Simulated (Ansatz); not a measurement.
# BrH2MgN: one species, many methods

One table from this session's results is given with a row withheld; the runs are named, their logs left out.

Method: functionals in def2-TZVPP, the program's frozen cores in correlated methods; program: Ansatz 0.2.0, Gaussian basis.

Plan: LDA (SPW92), PBE-D4, revPBE-D4, BLYP-D4, r2SCAN-D4, B97M-V, PBE0-D4, B3LYP-D4, r2SCANh-D4, r2SCAN0-D4, HSE06-D4, BHLYP-D4, CAM-B3LYP-D4, LC-ωPBE, ωB97X-V, ωB97M-V, B2PLYP, PBE-QIDH; CCSD(T)/def2-SVP; CCSD(T)/def2-TZVPP; MP2/def2-QZVPP; extrapolation to the limit; RPA on PBE.

## The relaxed structure

An earlier PBE0-D4 in a triple-zeta def2 set relaxation fixed the geometry.

SMILES `[NH2][Mg][Br]`, 5 atoms, charge 0, spin multiplicity 1.

Atoms are counted from 1 here; the program's logs count them from 0.

Bond lengths: N1–Mg2 1.874 Å, N1–H4 1.009 Å, N1–H5 1.009 Å, Mg2–Br3 2.334 Å. Angles: Mg2–N1–H4 126.3°, Mg2–N1–H5 126.3°, H4–N1–H5 107.4°, N1–Mg2–Br3 180.0°.

Set-up of the first run:

The input, in.yaml:

```yaml
crystal:
  periodic: [false, false, false]
  atoms:
    - {symbol: N, position_ang: [-0.675768, 0.563432, -0.396575]}
    - {symbol: Mg, position_ang: [0.639232, -0.544706, 0.347478]}
    - {symbol: Br, position_ang: [2.277542, -1.925320, 1.274173]}
    - {symbol: H, position_ang: [-0.864139, 1.521051, -0.142011]}
    - {symbol: H, position_ang: [-1.326967, 0.311844, -1.124565]}
basis:
  gaussian: {orbitals: def2-TZVPP}
hamiltonian: {xc: lda}
output: {orbitals: {seedname: orbitals}}
```

Among the steps run: LDA; PBE-D4 (GGA); revPBE-D4 (GGA); BLYP-D4 (GGA); r2SCAN-D4 (meta-GGA); B97M-V (meta-GGA); PBE0-D4 (hybrid); B3LYP-D4 (hybrid); r2SCANh-D4 (hybrid); r2SCAN0-D4 (hybrid); HSE06-D4 (hybrid); BHLYP-D4 (hybrid); CAM-B3LYP-D4 (range-separated); LC-ωPBE-D4 (range-separated; the results give it without D4); ωB97X-V (range-separated); ωB97M-V (range-separated); B2PLYP (double hybrid); PBE-QIDH (double hybrid).

One of the session's tables, all rows but one given; the rest of the session is left out.

It belongs to the step «Orbital energies across the functionals». 

```
  functional  HOMO (eV)  LUMO (eV)  gap (eV)
 LDA (SPW92)      -5.52      -2.21      3.31
      PBE-D4      -5.31      -1.99      3.32
   revPBE-D4      -5.23      -1.86      3.37
     BLYP-D4      -5.20      -1.98      3.22
   r2SCAN-D4      -5.57      -1.53      4.05
      B97M-V      -5.58      -1.92      3.66
     PBE0-D4      -6.67      -1.28      5.39
    B3LYP-D4      -6.45      -1.58      4.87
  r2SCANh-D4      -6.08      -1.32      4.77
  r2SCAN0-D4      -6.86      -1.02      5.84
    HSE06-D4          ?          ?         ?
    BHLYP-D4      -7.96      -0.73      7.23
CAM-B3LYP-D4      -8.16      -0.56      7.60
     LC-ωPBE      -9.59       0.58     10.17
     ωB97X-V      -9.18       0.40      9.58
     ωB97M-V      -9.09       0.04      9.13
```

Estimate the missing values for HSE06-D4.

As computed: HOMO (eV): -6.26; LUMO (eV): -1.64; gap (eV): 4.62. In the column «HOMO (eV)» it lies between B3LYP-D4 (-6.45) and r2SCANh-D4 (-6.08).
